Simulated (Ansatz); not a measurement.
# AlSnH5 (SMILES [AlH2][SnH3]): one structure at several levels

The task here is to estimate one member of a computed series from the others.

Method: single points in def2-TZVPP; program: Ansatz 0.2.0, Gaussian basis.

Cores are frozen in the correlated methods. Filled d shells of the heavier atoms are correlated. Core potentials replace the inner electrons past krypton, and spin-orbit coupling is left out. B3LYP uses VWN-RPA correlation.

**The starting structure**

SMILES `[AlH2][SnH3]`, 7 atoms, charge 0, spin multiplicity 1.

Atoms are counted from 1 here; the program's logs count them from 0.

Bond lengths: Al1–Sn2 2.576 Å, Al1–H3 1.322 Å, Al1–H4 1.563 Å, Sn2–H5 1.772 Å, Sn2–H6 1.869 Å, Sn2–H7 1.833 Å. Angles: Sn2–Al1–H3 120.2°, Sn2–Al1–H4 114.2°, H3–Al1–H4 125.6°, Al1–Sn2–H5 108.9°, Al1–Sn2–H6 124.6°, Al1–Sn2–H7 125.1°, H5–Sn2–H6 97.4°, H5–Sn2–H7 93.5°, H6–Sn2–H7 99.9°.

As a file:

```mol
AlH5Sn
  3D, bonds by distance, orders not assigned

  7  6  0  0  0  0  0  0  0  0999 V2000
   -0.4404   -1.5922    0.1740 Al  0  0
    0.3473    0.8601    0.1195 Sn  0  0
   -0.1348   -2.3669    1.2013 H   0  0
   -1.2340   -2.0385   -1.0966 H   0  0
   -0.1232    1.5805   -1.4294 H   0  0
   -0.3158    2.2115    1.2265 H   0  0
    2.0910    1.4048   -0.0305 H   0  0
  1  2  8  0
  1  3  8  0
  1  4  8  0
  2  5  8  0
  2  6  8  0
  2  7  8  0
M  END
```

Set-up of the first run:

The input, run/in.yaml:

```yaml
crystal:
  periodic: [false, false, false]
  atoms:
    - {symbol: Al, position_ang: [-0.440400, -1.592200, 0.174000]}
    - {symbol: Sn, position_ang: [0.347300, 0.860100, 0.119500]}
    - {symbol: H, position_ang: [-0.134800, -2.366900, 1.201300]}
    - {symbol: H, position_ang: [-1.234000, -2.038500, -1.096600]}
    - {symbol: H, position_ang: [-0.123200, 1.580500, -1.429400]}
    - {symbol: H, position_ang: [-0.315800, 2.211500, 1.226500]}
    - {symbol: H, position_ang: [2.091000, 1.404800, -0.030500]}
basis:
  gaussian: {orbitals: def2-TZVPP}
correlation: {method: ccsd_t}
output: {forces: true}
```

The command line of these runs was not kept.

Among the steps run: CCSD(T)/def2-TZVPP; PBE0-D4/def2-TZVPP; wB97M-V/def2-TZVPP; r2SCAN-D4/def2-TZVPP; PBE-D4/def2-TZVPP; wB97X-V/def2-TZVPP; B3LYP-D4/def2-TZVPP.

One of the session's tables, all rows but one given; the rest of the session is left out.

| method | RMS force component (eV/Å) | angle to CCSD(T) forces (°) | dipole (D) |
| --- | --- | --- | --- |
| CCSD(T) | 1.978 | reference | 2.63 |
| PBE0-D4 | 1.950 | 1.4 | 2.60 |
| wB97M-V | 1.937 | 1.0 | 2.82 |
| r2SCAN-D4 | 1.939 | 2.0 | 2.58 |
| PBE-D4 | 1.916 | 4.6 | 2.48 |
| wB97X-V | ? | ? | ? |
| B3LYP-D4 | 1.903 | 2.1 | 2.73 |

Estimate the missing values for wB97X-V.

As computed: RMS force component (eV/Å): 1.983; angle to CCSD(T) forces (°): 1.0; dipole (D): 2.78. In the column «RMS force component (eV/Å)» it is the highest.
